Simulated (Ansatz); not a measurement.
# AlH2SOF (SMILES [OH][Al]([F])[SH]): B3LYP/6-31G(d) (spherical functions)

Aim: the vertical ionisation energy of AlH2SOF at B3LYP/6-31G* (spherical functions), from 2 runs. 

The results are computed with Ansatz 0.2.0.

57 further runs of the same task are left out: 57 set aside as unsound or not needed. Runs told in other sessions of the task aren't counted.

### Step 1. The molecule

AlH2SOF: 6 atoms, total charge 0, spin state singlet. SMILES: `[OH][Al]([F])[SH]`. The coordinates come from a PBE0-D4/def2-TZVP relaxation. This is one conformer, not always the lowest.

Bond lengths: O1–Al2 1.679 Å, Al2–F3 1.641 Å, Al2–S4 2.167 Å, O1–H5 0.955 Å, S4–H6 1.345 Å. Angles: O1–Al2–F3 118.1°, O1–Al2–S4 123.1°, F3–Al2–S4 118.8°, Al2–O1–H5 125.1°, Al2–S4–H6 92.0°.

### Step 2. The energy at B3LYP/6-31G(d) (spherical functions)

run.yaml

```yaml
crystal:
  periodic: [false, false, false]
  atoms:
    - {symbol: O, position_ang: [1.399600, -0.456300, -1.028900]}
    - {symbol: Al, position_ang: [0.238600, -0.260800, 0.168100]}
    - {symbol: F, position_ang: [0.421300, -1.101000, 1.565700]}
    - {symbol: S, position_ang: [-1.478600, 1.043100, -0.050300]}
    - {symbol: H, position_ang: [1.392200, -0.019300, -1.877900]}
    - {symbol: H, position_ang: [-1.931000, 0.730400, 1.177100]}
basis:
  gaussian: {orbitals: 6-31G_st_-spherical.json}
total_charge: 0
hamiltonian: {xc: {name: B3LYP}}
accuracy: high
output: {orbitals: {seedname: orbitals}}
```

The basis set 6-31G* is read from a file made from the Basis Set Exchange's data (not shown).

Launch:

```console
$ ansatz run run.yaml --threads 1 --pin off --max-ram 2610MiB --events-out events.jsonl --progress --plain --runs-dir runs
```

Log:

```text
Warning: RAYON_NUM_THREADS=1 ignored (pool sized by the plan → 1); use --threads N
Functional definition: B3LYP
  name "B3LYP"
  parameter a0 = 0.2
  parameter ax = 0.72
  parameter ac = 0.81
  exchange = (1 - a0 - ax)*slater_x + ax*b88_x + a0*exact_x
  correlation = (1 - ac)*vwn_rpa_c + ac*lyp_c
1395 factors; integrals over basis functions are off by at most 4.3e-9 eV
mean field evaluation 1: about -22225.7143 eV, gradient 6.5e1 eV
mean field evaluation 2: about -22206.6278 eV, gradient 1.2e2 eV
mean field evaluation 4: about -22232.8398 eV, gradient 6.5e0 eV
mean field evaluation 8: about -22233.0305 eV, gradient 6.5e-1 eV
mean field evaluation 16: about -22233.0315 eV, gradient 4.7e-5 eV
mean field -22233.03154208 eV, -817.0488390813 hartree, gradient 5.0e-8 eV, S^2 0.000000; 0 other end points of the search recorded, 0 dependent functions left out
reference -22233.03158030 eV, -817.0488404861 hartree; 24, 24 occupied and 44, 44 virtual orbitals, 1395 factors
Total energy: -22233.03158030 eV, -817.0488404861 hartree
```

Run time: 1.8 s. Hardware: 1 thread of AMD EPYC 9R45 (Zen 5), shared host; peak memory 0.22 GiB.

### Step 3. The doublet cation at the same level

molecule.yaml

```yaml
crystal:
  periodic: [false, false, false]
  atoms:
    - {symbol: O, position_ang: [1.399600, -0.456300, -1.028900]}
    - {symbol: Al, position_ang: [0.238600, -0.260800, 0.168100]}
    - {symbol: F, position_ang: [0.421300, -1.101000, 1.565700]}
    - {symbol: S, position_ang: [-1.478600, 1.043100, -0.050300]}
    - {symbol: H, position_ang: [1.392200, -0.019300, -1.877900]}
    - {symbol: H, position_ang: [-1.931000, 0.730400, 1.177100]}
basis:
  gaussian:
    orbitals: 6-31G_st_-spherical.json
accuracy: high
magnetization:
  spin_polarized: true
  initial_magnetization: 1
total_charge: 1
hamiltonian:
  xc: {name: B3LYP}
output: {orbitals: {seedname: orbitals}}
```

The basis set 6-31G* is read from a file made from the Basis Set Exchange's data (not shown).

Launch:

```console
$ ansatz run molecule.yaml --threads 1 --pin off --max-ram 2610MiB --events-out events.jsonl --progress --plain --runs-dir runs
```

Log (excerpt; [...] marks lines left out):

```text
Warning: RAYON_NUM_THREADS=1 ignored (pool sized by the plan → 1); use --threads N
[... 7 set-up lines as earlier in the session ...]
1393 factors; integrals over basis functions are off by at most 4.3e-9 eV
mean field evaluation 1: about -22205.5932 eV, gradient 7.0e1 eV
mean field evaluation 2: about -22020.0518 eV, gradient 1.8e2 eV
mean field evaluation 4: about -22213.4709 eV, gradient 3.6e1 eV
mean field evaluation 8: about -22222.5535 eV, gradient 2.4e-1 eV
mean field evaluation 16: about -22222.6726 eV, gradient 5.9e-4 eV
mean field evaluation 32: about -22221.7677 eV, gradient 8.6e0 eV
mean field -22222.67263249 eV, -816.6681561756 hartree, gradient 7.3e-8 eV, S^2 0.756052; 2 other end points of the search recorded, 0 dependent functions left out
reference -22222.67267121 eV, -816.6681575984 hartree; 24, 23 occupied and 44, 45 virtual orbitals, 1393 factors
Total energy: -22222.67267121 eV, -816.6681575984 hartree
```

Wall time 4.2 s (1 thread of AMD EPYC 9R45 (Zen 5), shared host); peak memory 0.32 GiB.

### Step 4. Outcome

Level: B3LYP/6-31G* (spherical functions).

```
                                          quantity          value
                     singlet AlH2SOF: total energy  -817.04884 Eh
                      singlet AlH2SOF: HOMO energy       -7.62 eV
                      singlet AlH2SOF: LUMO energy       -0.93 eV
                    singlet AlH2SOF: HOMO–LUMO gap        6.69 eV
                      doublet cation: total energy  -816.66816 Eh
doublet cation: HOMO energy (highest over α and β)      -14.46 eV
 doublet cation: LUMO energy (lowest over α and β)      -13.00 eV
                              doublet cation: ⟨S²⟩          0.756
vertical ionisation energy (to the doublet cation)      10.359 eV
```

In words: Removing an electron at fixed nuclei costs 10.36 eV (999 kJ/mol). −ε(HOMO) before ionisation, 7.62 eV, is 2.73 eV below this ionisation energy.
